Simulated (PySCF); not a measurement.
# CoBr6 (-2): ligand-field states, part 3 of 3

PySCF 2.14.0. Atoms count from 0.

## 8. Ligand-field states: state-averaged CASSCF (bond length × 1.09) in water

Job settings and geometry (Å):

```
{"job": {"kind": "lf", "basis": {"metal": "x2c-TZVPall", "ligand": "x2c-SVPall"}, "nevpt": true, "solvent": "water", "reuse": true}, "charge": -2, "metal": "Co", "open_shell": "d5"}
Co     0.000000     0.000000     0.000000
Br     0.000000     0.000000     2.605100
Br     0.000000     0.000000    -2.605100
Br     2.605100     0.000000     0.000000
Br    -2.605100     0.000000     0.000000
Br     0.000000     2.605100     0.000000
Br    -0.000000    -2.605100     0.000000
```

Level: state-averaged CASSCF of the metal d shell, SC-NEVPT2 on the averaged canonical orbitals, state-interaction spin-orbit coupling.

Output:

```text
basis functions 240, electrons 239, active (5e, 5o)
start from the orbitals of the previous structure
stage 1: DIIS on the effective Fock matrix, level shift 0.30
cycle   1  E = -17014.2850654397  dE = -1.701e+04  max|g| = 4.203e+00
cycle   2  E = -17015.3609885808  dE = -1.076e+00  max|g| = 2.739e-01
cycle   3  E = -17015.3816818927  dE = -2.069e-02  max|g| = 3.413e-01
cycle   4  E = -17014.9400282644  dE =  4.417e-01  max|g| = 7.029e-01
cycle   5  E = -17014.5992765816  dE =  3.408e-01  max|g| = 8.634e-01
cycle   6  E = -17014.3326112646  dE =  2.667e-01  max|g| = 8.380e-01
cycle   7  E = -17014.1625763003  dE =  1.700e-01  max|g| = 7.480e-01
cycle   8  E = -17014.1101377240  dE =  5.244e-02  max|g| = 7.717e-01
cycle   9  E = -17014.0176042566  dE =  9.253e-02  max|g| = 7.736e-01
cycle  10  E = -17013.9813813817  dE =  3.622e-02  max|g| = 8.013e-01
cycle  11  E = -17013.9504885596  dE =  3.089e-02  max|g| = 8.362e-01
cycle  12  E = -17013.9506882081  dE = -1.996e-04  max|g| = 8.317e-01
cycle  13  E = -17014.0305379308  dE = -7.985e-02  max|g| = 7.778e-01
cycle  14  E = -17015.2029368412  dE = -1.172e+00  max|g| = 3.831e-01
cycle  15  E = -17015.4193987452  dE = -2.165e-01  max|g| = 2.042e-01
stage 2: quasi-Newton rotations from the point of smallest gradient
cycle  18  E = -17015.4458300243  dE = -2.643e-02  max|g| = 5.742e-02
cycle  19  E = -17015.4714144353  dE = -2.558e-02  max|g| = 6.012e-02
cycle  21  E = -17015.4855796055  dE = -1.417e-02  max|g| = 8.388e-02
cycle  23  E = -17015.4957984222  dE = -1.022e-02  max|g| = 1.290e-01
cycle  24  E = -17015.5158139638  dE = -2.002e-02  max|g| = 2.096e-01
cycle  25  E = -17015.5642050866  dE = -4.839e-02  max|g| = 3.402e-01
cycle  27  E = -17015.6564240690  dE = -9.222e-02  max|g| = 2.612e-01
cycle  28  E = -17015.8044999238  dE = -1.481e-01  max|g| = 1.540e-01
cycle  31  E = -17015.8278013686  dE = -2.330e-02  max|g| = 1.534e-01
cycle  32  E = -17015.8902560205  dE = -6.245e-02  max|g| = 8.382e-02
cycle  33  E = -17015.9120965215  dE = -2.184e-02  max|g| = 8.257e-02
cycle  36  E = -17015.9161756560  dE = -4.079e-03  max|g| = 4.315e-02
cycle  37  E = -17015.9192241916  dE = -3.049e-03  max|g| = 6.459e-03
cycle  38  E = -17015.9195318305  dE = -3.076e-04  max|g| = 5.650e-03
cycle  39  E = -17015.9196080058  dE = -7.618e-05  max|g| = 2.846e-03
cycle  40  E = -17015.9196191018  dE = -1.110e-05  max|g| = 9.595e-04
cycle  41  E = -17015.9196204338  dE = -1.332e-06  max|g| = 3.171e-04
cycle  42  E = -17015.9196206985  dE = -2.647e-07  max|g| = 1.099e-04
cycle  43  E = -17015.9196207298  dE = -3.132e-08  max|g| = 3.241e-05
cycle  44  E = -17015.9196207318  dE = -1.917e-09  max|g| = 7.672e-06
converged average energy = -17015.9196207318

 mult deg   label        CASSCF/cm-1   NEVPT2/cm-1
   2   3   2T2g                0.0           0.0
   4   3   4T1g           -79874.8      143446.9
   2   3   2T1g           -20061.6      145437.4
   2   3   2T2g           -32836.1      145610.6
   4   3   4T2g           -74761.2      146298.9
   2   1   2A1g           -20087.7      148023.6
   2   1   2A2g           -62740.3      156968.5
   4   3   4T2g           -41797.3      158099.9
   2   3   2T2g           -26505.0      160000.8
   2   3   2T2g           -68248.5      160157.8
   2   2   2Eg            -58486.0      163485.9
   2   2   2Eg            -26333.3      164312.8
   2   1   2A1g           -53331.5      164827.6
   2   3   2T1g           -39471.7      164858.9
   4   3   4T1g           -45908.1      167312.8
   2   1   2A2g           -30718.2      170668.7
   2   3   2T2g           -64115.2      171107.6
   2   3   2T1g           -72431.7      173500.1
   6   1   6A1g          -113948.0      174409.9
   4   1   4A1g          -101321.1      181101.9
   4   2   4Eg            -98748.8      181378.7
   2   2   2Eg            -32181.5      182781.6
   4   1   4A2g           -90805.0      184763.7
   2   1   2A1g           -94205.7      185265.8
   2   3   2T1g           -75931.7      187023.4
   2   3   2T1g           -67289.0      192139.8
   2   3   2T1g           -49636.2      194117.0
   4   3   4T2g           -85404.4      197083.0
   2   3   2T1g           -72683.1      198246.2
   4   2   4Eg            -84851.6      199284.2
   2   1   2A2g           -75690.5      199719.7
   2   2   2Eg            -79978.3      200237.3
   2   3   2T2g           -79374.0      200954.7
   2   2   2Eg            -75916.2      201146.2
   2   2   2Eg            -68650.8      201420.4
   2   1   2A1g           -74907.4      201939.0
   2   3   2T2g           -76424.8      202315.1
   2   3   2T2g           -56931.4      202681.3
   2   3   2T1g           -56398.8      205137.0
   4   3   4T1g           -68723.5      208027.4
   2   3   2T2g           -47799.3      209844.3
   2   3   2T2g            64572.9      365525.5
   2   2   2Eg              1728.4     2196604.5

spin-orbit levels / cm-1
      0.00  x2  2T2g 1.00
    790.83  x4  2T2g 1.00
 143802.01  x4  4T1g 0.98
 143853.45  x2  4T1g 1.00
 144009.47  x4  4T1g 0.99
 144130.57  x2  4T1g 1.00
 145861.08  x4  2T1g 0.81 2T2g 0.19
 146020.41  x2  2T1g 1.00
 146083.35  x2  2T2g 1.00
 146219.38  x4  2T2g 0.81 2T1g 0.19
 146670.34  x2  4T2g 1.00
 146707.79  x4  4T2g 0.98
 146955.52  x4  4T2g 0.99
 147096.36  x2  4T2g 1.00
 148542.68  x2  2A1g 1.00
 157475.15  x2  2A2g 0.99
 158366.76  x2  4T2g 0.99
 158490.03  x4  4T2g 0.98
 158753.59  x4  4T2g 1.00
 158762.15  x2  4T2g 1.00
 160409.33  x2  2T2g 0.99
```

Run time: 90 s. Hardware: 1 thread of Intel Xeon Platinum 8488C, shared host; peak memory 0.77 GiB.

Warnings kept with the result: an active orbital is not mainly the metal shell.

An active orbital is only 38 % metal, under the run's own bar for a metal shell, so levels, ζ, ground spin and magnetism of this run may not be those of the metal's shell and are not read here.

## 9. Summary of results

This closing draws on all 3 parts.

| quantity | value |
| --- | --- |
| ligand-field states | no level gives a usable value |

In words: Steps 2, 3, 4, 5, 6, 7, 8 are set aside: its active space failed the test for the metal's shell.
